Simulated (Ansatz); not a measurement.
# SrAsPt: the cost of one run

Computed with Ansatz 0.2.0 (DFT PBEsol, scalar-relativistic, plane waves, PAW, unless a step's input says otherwise).

## 1. The system as given

The structure is hexagonal, space group P6_3/mmc (No. 194). The conventional cell has a = 4.258 Å, b = 4.258 Å, c = 9.063 Å, α = 90.00°, β = 90.00°, γ = 120.00°. Sr (site symmetry -3m) has 6 As at 3.34 Å and 6 Pt at 3.34 Å as nearest neighbours. As (site symmetry -6m2) has 3 Pt at 2.46 Å and 6 Sr at 3.34 Å as nearest neighbours. Around Pt (site symmetry -6m2) lie 3 As at 2.46 Å.

As a file:

```xyz
6
Lattice="4.2575 0.0000 0.0000 -2.1288 3.6871 0.0000 0.0000 0.0000 9.0635" Properties=species:S:1:pos:R:3 pbc="T T T"
Sr    0.0000    0.0000    4.5317
Sr    0.0000    0.0000    0.0000
As    0.0000    2.4581    6.7976
As    2.1288    1.2290    2.2659
Pt    0.0000    2.4581    2.2659
Pt    2.1288    1.2290    6.7976
```

Source of the structure: the Materials Project (structure only).

(A quick probe on a coarse mesh, which set the mesh and smearing, is not shown.)

## 3. Full relaxation

Contents of input.yaml:

```yaml
crystal:
  lattice:
    - [4.2575144089, 0.0, 0.0]
    - [-2.1287572044, 3.687115635, 0.0]
    - [0.0, 0.0, 9.06349631]
  atoms:
    - { symbol: Sr, position: [0.0, 0.0, 0.5] }
    - { symbol: Sr, position: [0.0, 0.0, 0.0] }
    - { symbol: As, position: [0.33333333, 0.66666667, 0.75] }
    - { symbol: As, position: [0.66666667, 0.33333333, 0.25] }
    - { symbol: Pt, position: [0.33333333, 0.66666667, 0.25] }
    - { symbol: Pt, position: [0.66666667, 0.33333333, 0.75] }
basis:
  ecutwfc: 420
kpoints:
  mp_grid: { grid: [9, 9, 4] }
hamiltonian:
  xc: pbesol
scf:
  occupations: { method: gaussian, width: 0.1 }
output:
  forces: true
  stress: true
  eigenvalues: true
  write_density: true
  write_potential: true
  elf: true
  volumetric_format: npy
relax:
  adjacent_minimum: "off"
  f_tol: 0.005
  max_steps: 80
  cell: { stress_tol: 0.05 }
```

Started as:

```bash
ansatz run input.yaml --threads 2 --pin off --max-ram 5120MiB --backend cpu --events-out ev --progress --plain --runs-dir out
```

Q: Estimate wall time and peak memory on 2 threads of Arm Neoverse V1, shared host.

About 40 s, with a peak of 0.56 GiB.
